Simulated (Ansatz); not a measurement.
Born–Oppenheimer molecular dynamics of a periodic cell of 16 atoms, Li (start crystal Li, start structure bcc, volume 1.05 times the crystal's). It starts from a structure without forces on its atoms.

All numbers below come from DFT LDA, scalar-relativistic, plane waves, PAW in Ansatz 0.2.0. Settings: accuracy low, cutoff 420 eV, k mesh 3x3x3, fermi-dirac smearing 0.16 eV, no spin polarisation.

```json
{
  "ensemble": "NVT, Langevin thermostat",
  "time step": "1 fs",
  "steps asked": "100",
  "set temperature": "1800 K",
  "friction": "0.02 /fs",
  "seed": "448628"
}
```

First frame:

```xyz
16
Lattice="7.0944 0.0000 0.0000 0.0000 7.0944 0.0000 0.0000 0.0000 7.0944" Properties=species:S:1:pos:R:3
Li 0.000 0.000 0.000
Li 3.547 0.000 0.000
Li 0.000 3.547 0.000
Li 0.000 0.000 3.547
Li 1.774 1.774 1.774
Li 3.547 3.547 0.000
Li 3.547 0.000 3.547
Li 5.321 1.774 1.774
Li 0.000 3.547 3.547
Li 1.774 5.321 1.774
Li 1.774 1.774 5.321
Li 3.547 3.547 3.547
Li 5.321 5.321 1.774
Li 5.321 1.774 5.321
Li 1.774 5.321 5.321
Li 5.321 5.321 5.321
```

Problem. What does the run give?

Solution. All steps were run.

```yaml
steps_done: 100
time_covered: 100 fs
mean_temperature_over_the_second_half: 1654 K
spread_of_the_potential_energy_over_the_second_half: 10.8 meV per atom
mean_potential_energy_of_the_second_half_above_the_start: 128.9 meV per atom
```

A run of 0.1 ps of so small a system gives no equilibrium averages. Limits of this set-up: coarse k mesh, low accuracy level.

Problem. What happens to the structure?

Solution. Mean squared displacements from the first frame to the last, about the centre of mass: Li 0.39 Å². This is one draw of velocities; another would differ in detail.

Problem. How do temperature and energy run in time?

Solution. 
| time (fs) | T (K) | potential energy less start (eV) |
| --- | --- | --- |
| 0.0 | 1688 | 0.000 |
| 8.0 | 1421 | 0.303 |
| 16.0 | 860 | 0.912 |
| 24.0 | 780 | 1.295 |
| 32.0 | 1027 | 1.373 |
| 40.0 | 1011 | 1.577 |
| 48.0 | 941 | 1.849 |
| 56.0 | 930 | 1.873 |
| 64.0 | 1476 | 1.864 |
| 72.0 | 1927 | 1.961 |
| 80.0 | 1896 | 2.225 |
| 88.0 | 1830 | 2.283 |
| 96.0 | 1966 | 2.195 |

The run took 18 min on 1 thread of Arm Neoverse V1 (shared host), peak memory 0.73 GiB.
